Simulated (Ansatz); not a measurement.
# CH₄GeOSi: up Jacob's ladder to CCSD(T)

One table from this session's results is given with a row withheld; the runs are named, their logs left out.

Method: functionals in def2-TZVPP, the program's frozen cores in correlated methods; program: Ansatz 0.2.0, Gaussian basis.

The runs, in order: LDA (SPW92), PBE-D4, revPBE-D4, BLYP-D4, r2SCAN-D4, B97M-V, PBE0-D4, B3LYP-D4, r2SCANh-D4, r2SCAN0-D4, HSE06-D4, BHLYP-D4, CAM-B3LYP-D4, LC-ωPBE, ωB97X-V, ωB97M-V, B2PLYP, PBE-QIDH; CCSD(T)/def2-SVP; CCSD(T)/def2-TZVPP; MP2/def2-QZVPP; extrapolation to the limit; RPA on PBE.

### The relaxed structure

An earlier PBE0-D4 in a triple-zeta def2 set relaxation fixed the geometry.

8 atoms, charge 0, spin multiplicity 1.

Atoms are counted from 1 here; the program's logs count them from 0.

Bond lengths: O1–C2 1.127 Å, C2–Si3 2.011 Å, Si3–Ge4 2.356 Å, Si3–H5 1.489 Å, Si3–H6 1.488 Å, Ge4–H7 1.707 Å, Ge4–H8 1.596 Å. Angles: O1–C2–Si3 159.5°, C2–Si3–Ge4 112.6°, C2–Si3–H5 92.0°, C2–Si3–H6 92.4°, Ge4–Si3–H5 118.5°, Ge4–Si3–H6 125.4°, H5–Si3–H6 107.6°, Si3–Ge4–H7 53.2°, Si3–Ge4–H8 83.3°, H7–Ge4–H8 85.8°.

The first run:

in.yaml reads:

```yaml
crystal:
  periodic: [false, false, false]
  atoms:
    - {symbol: O, position_ang: [2.007070, -0.020298, 2.089436]}
    - {symbol: C, position_ang: [1.311281, 0.401555, 1.308998]}
    - {symbol: Si, position_ang: [0.007863, 0.453538, -0.221869]}
    - {symbol: Ge, position_ang: [-0.446903, -1.686730, -1.095068]}
    - {symbol: H, position_ang: [0.883439, 1.368107, -1.004675]}
    - {symbol: H, position_ang: [-0.952642, 1.293543, 0.542790]}
    - {symbol: H, position_ang: [-1.083073, -0.201382, -1.645684]}
    - {symbol: H, position_ang: [-1.634834, -1.665333, -0.029729]}
basis:
  gaussian: {orbitals: def2-TZVPP}
hamiltonian: {xc: lda}
output: {orbitals: {seedname: orbitals}}
```

Command:

```
$ ansatz run in.yaml --threads 2 --pin off --events-out ev --progress --plain --max-ram 4352MiB
```

Steps of the session up to this table: LDA; PBE-D4 (GGA); revPBE-D4 (GGA); BLYP-D4 (GGA); r2SCAN-D4 (meta-GGA); B97M-V (meta-GGA); B3LYP-D4 (hybrid); r2SCANh-D4 (hybrid); r2SCAN0-D4 (hybrid); HSE06-D4 (hybrid); BHLYP-D4 (hybrid); CAM-B3LYP-D4 (range-separated); LC-ωPBE (range-separated); ωB97X-V (range-separated); ωB97M-V (range-separated); B2PLYP (double hybrid); PBE-QIDH (double hybrid).

One table of the session follows, with a row left open; its other results are not shown here.

It belongs to the step «Frontier levels by functional». 

```
  functional  HOMO (eV)  LUMO (eV)  gap (eV)
 LDA (SPW92)      -5.98      -3.46      2.52
      PBE-D4      -5.83      -3.23      2.60
   revPBE-D4      -5.78      -3.15      2.63
     BLYP-D4      -5.71      -3.10      2.61
   r2SCAN-D4      -6.05      -3.13      2.92
      B97M-V      -6.02      -3.05      2.98
     PBE0-D4      -6.74      -2.38      4.35
    B3LYP-D4      -6.59      -2.59      4.00
  r2SCANh-D4          ?          ?         ?
  r2SCAN0-D4      -6.89      -2.35      4.54
    HSE06-D4      -6.35      -2.75      3.61
    BHLYP-D4      -7.51      -1.42      6.09
CAM-B3LYP-D4      -7.87      -1.38      6.49
     LC-ωPBE      -9.01      -0.34      8.67
     ωB97X-V      -8.73      -0.37      8.36
     ωB97M-V      -8.66      -0.41      8.24
```

**Question.** Estimate the row for r2SCANh-D4.

Worked estimate for «HOMO (eV)». Against the share of exact exchange, r2SCAN-D4 (0, -6.05), r2SCAN0-D4 (0.25, -6.89) give a slope of -3.36 per unit share; at 0.1 the line stands at -6.39.

The run gave: HOMO (eV): -6.38; LUMO (eV): -2.82; gap (eV): 3.57. In «HOMO (eV)» the line misses by -0.01.
